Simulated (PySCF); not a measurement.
**B₂Cl₂H₆N₂: electronic excitations and core binding energies**

Wanted: the electronic excitations and core binding energies of B₂Cl₂H₆N₂ (`N[B@H-]([NH3+])B(Cl)Cl`), by calculation.

The runs use PySCF 2.14.0, with density-fitted response routines of our own; the level of theory stands in each step. All values are computed, except where a source is named. Atoms count from 0, in the outputs and in this text.

**1. The starting structure**

12 atoms, charge 0, multiplicity 1; geometry from: GFN2-xTB.

Bonds of the start (Å): N0–B1 1.50, B1–N2 1.71, B1–B3 1.71, B3–Cl4 1.72, B3–Cl5 1.76, N0–H6 1.01, N0–H7 1.01, B1–H8 1.19, N2–H9 1.01, N2–H10 1.02, N2–H11 1.02.

**2. Excited states and response: wB97X-D/def2-SVPD**

What the job is given:

```
{"job": {"kind": "uv", "xc": "wB97X-D", "basis": "def2-SVPD", "nstates": 8, "ntriplets": 3}, "charge": 0, "multiplicity": 1}
N     -0.744788     1.296772    -0.395276
B      0.229165     0.152530    -0.478240
N     -0.799574    -1.190070    -0.241922
B      1.357327     0.102311     0.799824
Cl     2.686991     1.176405     1.014574
Cl     1.150026    -1.037812     2.130933
H     -0.743647     1.841639     0.453101
H     -0.756946     1.931047    -1.177000
H      0.648699     0.009848    -1.582990
H     -0.616704    -1.943821    -0.892903
H     -1.736986    -0.822636    -0.370886
H     -0.672365    -1.516898     0.714757
```

Level: TDDFT wB97X-D/def2-SVPD, vertical, gas phase, core orbitals frozen in the response.

Started as:

```
$ OMP_NUM_THREADS=1 python probes_run.py task.json out
```

One launch serves the whole session: the jobs run in the order shown.

**Question.** This job is followed by: delta-SCF UKS SCAN, pcX-2 on the ionised atom, pcseg-1 elsewhere, spin-free X2C. What will the session give for the following? lowest singlet (wB97X-D/def2-SVPD); brightest single state of those computed; lowest triplet; N1s binding energies, SCAN/pcX-2; B1s binding energies, SCAN/pcX-2 (standing for 1 of 2 atoms); Cl1s binding energies, SCAN/pcX-2; Cl2p binding energies, SCAN/pcX-2.

**Answer**, as computed:

| quantity | value |
| --- | --- |
| lowest singlet (wB97X-D/def2-SVPD) | 4.55 eV (273 nm), f = 0.022 |
| brightest single state of those computed | state 8, 7.31 eV, f = 0.096 |
| lowest triplet | 3.89 eV |
| N1s binding energies, SCAN/pcX-2 | N2 407.11, N0 403.80 eV |
| B1s binding energies, SCAN/pcX-2 (standing for 1 of 2 atoms) | B1 194.55 eV |
| Cl1s binding energies, SCAN/pcX-2 | Cl4 2828.47 eV |
| Cl2p binding energies, SCAN/pcX-2 | Cl4 206.45 eV |

In words: The lowest singlet, at 4.55 eV, is HOMO→LUMO 0.87, HOMO−1→LUMO 0.11 and is weak; of the 8 states computed, the strongest absorption comes from states 7 to 8 together at 7.31 eV (the last computed, so partners may be missing). The lowest triplet lies 0.66 eV below the lowest singlet (triplets in Tamm-Dancoff, singlets in full TDDFT). The N1s levels kept as sound span 3.31 eV, from N0 (nitrogen bonded to B, 2 H) up to N2 (donor nitrogen of a Lewis adduct).
